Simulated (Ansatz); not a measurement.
**GaCl3 (gallium trichloride (monomer)) at CCSD/aug-cc-pVDZ**

What is the electronic atomisation energy of GaCl3 (gallium trichloride (monomer)) at CCSD/aug-cc-pVDZ? 

The calculation is run with Ansatz 0.2.0.

23 further runs of the same task are left out: 1 that didn't finish, 22 set aside as unsound or not needed.

## (1) The system as given

GaCl3: 4 atoms, total charge 0, spin state singlet. SMILES: `[Cl][Ga]([Cl])[Cl]`. The shape is that of a PBE0-D4/def2-TZVP optimisation.

Bond lengths: Cl1–Ga2 2.112 Å, Ga2–Cl3 2.112 Å, Ga2–Cl4 2.112 Å. Angles: Cl1–Ga2–Cl3 120.0°, Cl1–Ga2–Cl4 120.0°, Cl3–Ga2–Cl4 120.0°.

## (2) The energy at CCSD/aug-cc-pVDZ

Input file run.yaml:

```yaml
crystal:
  periodic: [false, false, false]
  atoms:
    - {symbol: Cl, position_ang: [0.866700, 0.371400, 1.887500]}
    - {symbol: Ga, position_ang: [0.013800, -0.015100, -0.005100]}
    - {symbol: Cl, position_ang: [-0.090300, -1.995000, -0.731600]}
    - {symbol: Cl, position_ang: [-0.734700, 1.578300, -1.171100]}
basis:
  gaussian: {orbitals: aug-cc-pVDZ}
correlation: {method: ccsd, frozen_orbitals: {Cl: 5, Ga: 9}}
accuracy: high
scf: {omitted_lower_state_checks: [cluster_reference, increment]}
```

Started as:

```bash
ansatz run run.yaml --threads 1 --pin off --max-ram 3480MiB --events-out events.jsonl --progress --plain --runs-dir runs
```

The program printed:

```text
Warning: RAYON_NUM_THREADS=1 ignored (pool sized by the plan → 1); use --threads N
Functional definition: HF
  name "HF"
  exchange = exact_x
  correlation = 0
these checks for a lower state are left out or cut short: cluster_reference, increment
2315 factors; integrals over basis functions are off by at most 3.7e-9 eV
mean field evaluation 1: about -89848.2987 eV, gradient 1.9e1 eV
mean field evaluation 2: about -89848.4944 eV, gradient 2.0e1 eV
mean field evaluation 4: about -89849.7543 eV, gradient 1.4e0 eV
mean field evaluation 8: about -89849.7748 eV, gradient 1.7e-5 eV
mean field evaluation 16: about -89849.7748 eV, gradient 1.3e-8 eV
mean field -89849.77478144 eV, -3301.9183208534 hartree, gradient 1.3e-8 eV, S^2 0.000000; 0 other end points of the search recorded, 0 dependent functions left out
24 core orbitals not correlated: weight in the atoms' cores, before any rotation towards them, 1.000 or more for the frozen orbitals, at most 0.000 for the correlated occupied ones
reference -89849.77478144 eV, -3301.9183208534 hartree; 17, 17 occupied and 76, 76 virtual orbitals, 2315 factors
second order -13.94806604 eV of doubles, -0.00000000 eV of singles
cycle   1  -14.60497015 eV  change   -6.6e-1 eV  update   7.8e-2
cycle   2  -14.86723318 eV  change   -2.6e-1 eV  update   2.1e-2
cycle   3  -14.91806764 eV  change   -5.1e-2 eV  update   1.1e-2
cycle   4  -14.91483094 eV  change    3.2e-3 eV  update   2.4e-3
cycle   5  -14.91343425 eV  change    1.4e-3 eV  update   7.8e-4
cycle   6  -14.91323217 eV  change    2.0e-4 eV  update   2.2e-4
cycle   7  -14.91328370 eV  change   -5.2e-5 eV  update   5.8e-5
cycle   8  -14.91330067 eV  change   -1.7e-5 eV  update   1.9e-5
cycle   9  -14.91329748 eV  change    3.2e-6 eV  update   5.7e-6
cycle  10  -14.91329591 eV  change    1.6e-6 eV  update   1.8e-6
cycle  11  -14.91329606 eV  change   -1.5e-7 eV  update   6.2e-7
cycle  12  -14.91329627 eV  change   -2.1e-7 eV  update   1.8e-7
cycle  13  -14.91329649 eV  change   -2.1e-7 eV  update   6.3e-8
cycle  14  -14.91329648 eV  change    4.8e-9 eV  update   2.9e-8
cycle  15  -14.91329648 eV  change    4.7e-9 eV  update   2.0e-8
cycle  16  -14.91329653 eV  change   -5.6e-8 eV  update   1.0e-7
cycle  17  -14.91329655 eV  change   -2.1e-8 eV  update   2.2e-8
cycle  18  -14.91329656 eV  change   -4.1e-9 eV  update   5.3e-9
cycle  19  -14.91329656 eV  change  -6.2e-10 eV  update   1.8e-9
Total energy: -89864.68807800 eV, -3302.4663743933 hartree
Checks for a lower state left out: cluster_reference, increment
```

Wall time 74 s (1 thread of Arm Neoverse N1, shared host); peak memory 0.83 GiB.

## (3) The Cl atom

Input file molecule.yaml:

```yaml
crystal:
  periodic: [false, false, false]
  atoms:
    - symbol: Cl
      position_ang: [0.000000, 0.000000, 0.000000]
basis:
  gaussian: {orbitals: aug-cc-pVDZ}
correlation: {method: ccsd, frozen_orbitals: {Cl: 5}}
magnetization: {spin_polarized: true, initial_magnetization: 1}
scf: {omitted_lower_state_checks: [cluster_reference, increment]}
accuracy: high
```

Run the same way, it converges to -459.60993 Eh (log not shown).

## (4) The Ga atom

Input file job.yaml:

```yaml
basis:
  gaussian:
    orbitals: aug-cc-pVDZ
crystal:
  periodic: [false, false, false]
  atoms:
    - {symbol: Ga, position_ang: [0.000000, 0.000000, 0.000000]}
magnetization:
  spin_polarized: true
  initial_magnetization: 1
correlation:
  method: ccsd
  frozen_orbitals: {Ga: 9}
accuracy: high
scf:
  omitted_lower_state_checks: [cluster_reference, increment]
```

Run the same way, it converges to -1923.25487 Eh (log not shown).

## (5) Summary of results

Level: CCSD/aug-cc-pVDZ, 24 core orbitals frozen.

```
                                              quantity           value
                                molecule: total energy  -3302.46637 Eh
molecule: correlation energy (24 core orbitals frozen)      -548.1 mEh
                               molecule: T1 diagnostic           0.009
                                 Cl atom: total energy   -459.60993 Eh
  Cl atom: correlation energy (5 core orbitals frozen)      -137.1 mEh
            Cl atom: ⟨S²⟩ of the reference determinant           0.757
                                Cl atom: T1 diagnostic           0.007
                                 Ga atom: total energy  -1923.25487 Eh
  Ga atom: correlation energy (9 core orbitals frozen)       -61.9 mEh
            Ga atom: ⟨S²⟩ of the reference determinant           0.763
                                Ga atom: T1 diagnostic           0.008
                         electronic atomisation energy       10.387 eV
```

**Reading.** Taking the molecule apart into free atoms costs 10.39 eV (1002 kJ/mol), before zero-point energy and without spin-orbit coupling.
